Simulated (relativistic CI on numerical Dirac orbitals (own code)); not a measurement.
**Ru⁵⁺: E1 transition arrays**

Where do the unresolved transition arrays of Ru⁵⁺ lie, how wide and how strong are they, and what do scaling and mixing change?

The numbers are computed with relativistic CI on numerical Dirac orbitals (own code) version 3 (Dirac-Coulomb-Breit CI, KLI orbitals optimised for each configuration, model QED (radiative potential, 1s self-energy scaled to tabulated hydrogen-like ionisation energies), valence Slater integrals scaled by 0.9, whole transition arrays), except any that are marked as measured or tabulated.

## 1. The atom as given

| Quantity | Value |
| --- | --- |
| ion | Ru⁵⁺ (Ru VI) |
| nuclear charge | 44 |
| electrons | 39 |
| isotope | A = 102 |
| configurations | [Kr] 4d3; [Kr] 4d2 4f; [Ar] 3d10 4s2 4p5 4d4; [Kr] 4d2 5p; [Kr] 4d2 5f |

Outer shells as boxes (Hund's rule):

[Kr] 4d3
```
[Kr] core
4d [↑ ][↑ ][↑ ][  ][  ]
```

## 2. Main run

Settings of the run:

```ini
atom Ru  Z=44  charge=5  electrons=39
nucleus A=102  rms_radius_fm=4.4809
hamiltonian dirac-coulomb  breit=on  qed=on  c_scale=1
orbitals kli  potential=per-configuration
slater_scale 0.9
correlation none
mixing on
configurations
  [Kr] 4d3
  [Kr] 4d2 4f
  [Ar] 3d10 4s2 4p5 4d4
  [Kr] 4d2 5p
  [Kr] 4d2 5f
end
arrays E1 from the first configuration
```

The program writes no log. Results of the run, from its result record (rounded, main fields):

```text
{
  "status": "converged",
  "arrays [upper, lines, gf_sum, mean_eV, sigma_eV, strongest_nm]": [
    ["4p6 4d2 4f", 710, 106.7, 39.8535, 1.251, 29.96],
    ["4p5 4d4", 1811, 873, 58.6269, 4.514, 20.23],
    ["4p6 4d2 5p", 466, 53.85, 27.1485, 1.07, 45.63],
    ["4p6 4d2 5f", 639, 182.6, 57.0161, 2.2, 21.77]
  ],
  "bins [nm, gf per state]": [
    [19.5, 1.034],
    [20.5, 3.556],
    [21.5, 3.096],
    [22.5, 0.1022],
    [23.5, 0.1309],
    [24.5, 0.2775],
    [25.5, 0.1911],
    [26.5, 0.158],
    [27.5, 0.08542],
    [28.5, 0.06868],
    [29.5, 0.2027],
    [30.5, 0.2235],
    [31.5, 0.3987],
    [32.5, 0.1145],
    [33.5, 0.02606],
    [34.5, 0.005],
    [35.5, 0.001155],
    [36.5, 0.002151],
    [37.5, 6.154e-05],
    [38.5, 0.0001129],
    [39.5, 0.001399],
    [40.5, 0.0001386],
    [41.5, 0.003173],
    [42.5, 0.007777],
    [43.5, 0.03414],
    [44.5, 0.1327]
  ],
  "bin_width [nm]": 1.0,
  "all_arrays": [3626, 1216.18, 55.3444, 8.94117, 20.235],
  "strongest [nm, gf, J2_lower, J2_upper, upper]": [
    [20.235, 35.74, 11, 11, "4p5 4d4"],
    [21.773, 28.26, 11, 13, "4p6 4d2 5f"],
    [20.462, 26, 9, 9, "4p5 4d4"],
    [21.271, 21.28, 9, 11, "4p6 4d2 5f"],
    [20.622, 20.82, 9, 9, "4p5 4d4"],
    [19.984, 20.77, 11, 9, "4p5 4d4"],
    [21.444, 20.02, 7, 9, "4p6 4d2 5f"],
    [21.228, 18.93, 7, 9, "4p6 4d2 5f"],
    [20.829, 18.56, 9, 9, "4p5 4d4"],
    [21.359, 16.13, 9, 11, "4p5 4d4"],
    [21.236, 14.26, 5, 7, "4p6 4d2 5f"],
    [20.111, 14.14, 5, 5, "4p5 4d4"]
  ],
  "configurations [conf, odd, states]": [
    ["4p6 4d3", 0, 120],
    ["4p6 4d2 4f", 1, 630],
    ["4p5 4d4", 1, 1260],
    ["4p6 4d2 5p", 1, 270],
    ["4p6 4d2 5f", 1, 630]
  ]
}
```

Wall time 0.38 s (1 thread, shared host).

## 3. Without configuration mixing

The settings differ from step 2 so:

```diff
@@ -6,3 +6,3 @@
 correlation none
-mixing on
+mixing off
 configurations
```

Results of the run:

```text
{
  "status": "converged",
  "arrays [upper, lines, gf_sum, mean_eV, sigma_eV, strongest_nm]": [
    ["4p6 4d2 4f", 721, 379, 42.3539, 1.586, 28],
    ["4p5 4d4", 1718, 600, 57.161, 4.241, 21.01],
    ["4p6 4d2 5p", 466, 60.63, 27.152, 1.076, 45.5],
    ["4p6 4d2 5f", 721, 59.42, 53.2642, 1.259, 22.96]
  ],
  "bins [nm, gf per state]": [
    [19.5, 0.3912],
    [20.5, 1.41],
    [21.5, 1.354],
    [22.5, 0.8055],
    [23.5, 0.9272],
    [24.5, 0.3399],
    [25.5, 0.1073],
    [26.5, 0.08197],
    [27.5, 0.09334],
    [28.5, 1.615],
    [29.5, 0.7979],
    [30.5, 0.4726],
    [31.5, 0.1506],
    [32.5, 0.07626],
    [33.5, 0.02146],
    [34.5, 0.002394],
    [35.5, 0.005984],
    [36.5, 0.0001101],
    [37.5, 3.604e-05],
    [38.5, 4.5e-05],
    [39.5, 0.001037],
    [40.5, 0.0001345],
    [41.5, 0.003339],
    [42.5, 0.009641],
    [43.5, 0.03667],
    [44.5, 0.1456],
    [45.5, 0.1427]
  ],
  "bin_width [nm]": 1.0,
  "all_arrays": [3626, 1099.07, 50.189, 9.39841, 28.0041],
  "strongest [nm, gf, J2_lower, J2_upper, upper]": [
    [28.004, 29.34, 11, 13, "4p6 4d2 4f"],
    [21.011, 27.23, 11, 11, "4p5 4d4"],
    [20.193, 24.78, 11, 9, "4p5 4d4"],
    [28.044, 21.48, 9, 11, "4p6 4d2 4f"],
    [21.242, 19.72, 9, 9, "4p5 4d4"],
    [28.36, 19.66, 9, 11, "4p6 4d2 4f"],
    [28.783, 18.48, 9, 11, "4p6 4d2 4f"],
    [28.363, 17.61, 7, 9, "4p6 4d2 4f"],
    [28.912, 16.17, 7, 9, "4p6 4d2 4f"],
    [20.134, 15.76, 9, 7, "4p5 4d4"],
    [21.65, 15.38, 9, 9, "4p5 4d4"],
    [20.142, 15.11, 9, 7, "4p5 4d4"]
  ],
  "configurations [conf, odd, states]": [
    ["4p6 4d3", 0, 120],
    ["4p6 4d2 4f", 1, 630],
    ["4p5 4d4", 1, 1260],
    ["4p6 4d2 5p", 1, 270],
    ["4p6 4d2 5f", 1, 630]
  ]
}
```

Wall time 0.38 s (1 thread, shared host).

## 4. Slater integrals scaled by 1

The settings differ from step 3 so:

```diff
@@ -4,5 +4,5 @@
 orbitals kli  potential=per-configuration
-slater_scale 0.9
+slater_scale 1
 correlation none
-mixing off
+mixing on
 configurations
```

Results of the run:

```text
{
  "status": "converged",
  "arrays [upper, lines, gf_sum, mean_eV, sigma_eV, strongest_nm]": [
    ["4p6 4d2 4f", 708, 95.5, 39.6517, 1.386, 29.99],
    ["4p5 4d4", 1787, 923, 59.7737, 4.784, 19.79],
    ["4p6 4d2 5p", 466, 53.35, 27.1794, 1.185, 45.56],
    ["4p6 4d2 5f", 665, 168.4, 57.582, 2.62, 21.55]
  ],
  "bins [nm, gf per state]": [
    [18.5, 0.1974],
    [19.5, 2.324],
    [20.5, 3.868],
    [21.5, 1.705],
    [22.5, 0.05205],
    [23.5, 0.1243],
    [24.5, 0.2766],
    [25.5, 0.14],
    [26.5, 0.1396],
    [27.5, 0.1027],
    [28.5, 0.08252],
    [29.5, 0.1829],
    [30.5, 0.1745],
    [31.5, 0.3621],
    [32.5, 0.1087],
    [33.5, 0.03629],
    [34.5, 0.008701],
    [35.5, 0.003116],
    [36.5, 0.001163],
    [37.5, 0.001489],
    [38.5, 0.001454],
    [39.5, 0.0002738],
    [40.5, 0.0003234],
    [41.5, 0.007895],
    [42.5, 0.005175],
    [43.5, 0.04782],
    [44.5, 0.1306]
  ],
  "bin_width [nm]": 1.0,
  "all_arrays": [3626, 1240.25, 56.5245, 9.22774, 19.7939],
  "strongest [nm, gf, J2_lower, J2_upper, upper]": [
    [19.794, 37.15, 11, 11, "4p5 4d4"],
    [21.548, 29.93, 11, 13, "4p6 4d2 5f"],
    [20.01, 27.51, 9, 9, "4p5 4d4"],
    [21.142, 21.99, 7, 9, "4p5 4d4"],
    [20.943, 21.77, 9, 11, "4p6 4d2 5f"],
    [19.518, 21.61, 11, 9, "4p5 4d4"],
    [20.207, 21.49, 9, 9, "4p5 4d4"],
    [20.443, 20.62, 9, 9, "4p5 4d4"],
    [20.899, 20.42, 7, 9, "4p6 4d2 5f"],
    [21.074, 15.14, 9, 11, "4p5 4d4"],
    [20.911, 15.11, 5, 7, "4p6 4d2 5f"],
    [19.646, 14.64, 5, 5, "4p5 4d4"]
  ],
  "configurations [conf, odd, states]": [
    ["4p6 4d3", 0, 120],
    ["4p6 4d2 4f", 1, 630],
    ["4p5 4d4", 1, 1260],
    ["4p6 4d2 5p", 1, 270],
    ["4p6 4d2 5f", 1, 630]
  ]
}
```

Wall time 0.38 s (1 thread, shared host).

## 5. Slater integrals scaled by 0.8

The settings differ from step 4 so:

```diff
@@ -4,3 +4,3 @@
 orbitals kli  potential=per-configuration
-slater_scale 1
+slater_scale 0.8
 correlation none
```

Results of the run:

```text
{
  "status": "converged",
  "arrays [upper, lines, gf_sum, mean_eV, sigma_eV, strongest_nm]": [
    ["4p6 4d2 4f", 721, 125.6, 40.0316, 1.097, 29.97],
    ["4p5 4d4", 1769, 816.9, 57.6259, 3.952, 20.69],
    ["4p6 4d2 5p", 466, 54.37, 27.1187, 0.9566, 45.7],
    ["4p6 4d2 5f", 670, 195.2, 56.3219, 2.032, 21.99]
  ],
  "bins [nm, gf per state]": [
    [19.5, 0.1818],
    [20.5, 2.663],
    [21.5, 4.102],
    [22.5, 0.4789],
    [23.5, 0.1402],
    [24.5, 0.3169],
    [25.5, 0.2105],
    [26.5, 0.1641],
    [27.5, 0.09854],
    [28.5, 0.04612],
    [29.5, 0.2142],
    [30.5, 0.2987],
    [31.5, 0.4287],
    [32.5, 0.1126],
    [33.5, 0.01907],
    [34.5, 0.002731],
    [35.5, 0.002702],
    [36.5, 0.0001566],
    [37.5, 6.19e-06],
    [38.5, 2.326e-05],
    [39.5, 9.845e-05],
    [40.5, 0.001402],
    [41.5, 0.0006626],
    [42.5, 0.007843],
    [43.5, 0.01651],
    [44.5, 0.1102],
    [45.5, 0.1691]
  ],
  "bin_width [nm]": 1.0,
  "all_arrays": [3626, 1192.1, 54.1672, 8.65607, 20.6916],
  "strongest [nm, gf, J2_lower, J2_upper, upper]": [
    [20.692, 34.17, 11, 11, "4p5 4d4"],
    [21.992, 26.53, 11, 13, "4p6 4d2 5f"],
    [20.929, 24.38, 9, 9, "4p5 4d4"],
    [21.598, 20.45, 9, 11, "4p6 4d2 5f"],
    [21.048, 20.04, 9, 9, "4p5 4d4"],
    [20.469, 19.75, 11, 9, "4p5 4d4"],
    [21.555, 17.31, 7, 9, "4p6 4d2 5f"],
    [21.644, 17.04, 9, 11, "4p5 4d4"],
    [21.747, 15.55, 7, 9, "4p6 4d2 5f"],
    [21.217, 13.87, 9, 9, "4p5 4d4"],
    [20.596, 13.62, 5, 5, "4p5 4d4"],
    [21.319, 13.2, 7, 7, "4p5 4d4"]
  ],
  "configurations [conf, odd, states]": [
    ["4p6 4d3", 0, 120],
    ["4p6 4d2 4f", 1, 630],
    ["4p5 4d4", 1, 1260],
    ["4p6 4d2 5p", 1, 270],
    ["4p6 4d2 5f", 1, 630]
  ]
}
```

Run time: 0.38 s. Hardware: 1 thread, shared host.

## 6. The runs side by side

The array to 4p5 4d4, the strongest of the main run, in each run:

| run | time | mean (eV) | width (eV) | gf sum | strongest line (nm) | strongest array of the run |
| --- | --- | --- | --- | --- | --- | --- |
| main run | 0.38 s | 58.63 | 4.51 | 873.0 | 20.23 | 4p5 4d4 |
| without configuration mixing | 0.38 s | 57.16 | 4.24 | 600.0 | 21.01 | 4p5 4d4 |
| Slater integrals scaled by 1 | 0.38 s | 59.77 | 4.78 | 923.0 | 19.79 | 4p5 4d4 |
| Slater integrals scaled by 0.8 | 0.38 s | 57.63 | 3.95 | 816.9 | 20.69 | 4p5 4d4 |

## 7. Outcome

```
                 quantity                    value
strongest array, main run   to 4p5 4d4, 1811 lines
       its mean and width  58.6 ± 4.5 eV (21.1 nm)
      its share of all gf                     72 %
             lines in all                     3626
```

In words: The array to 4p5 4d4 carries 72 % of the oscillator strength, around 21.1 nm. Configuration mixing moves its mean by +1.47 eV and changes its gf sum by +45 %. All levels of the first configuration count with their statistical weight; no plasma population is modelled.
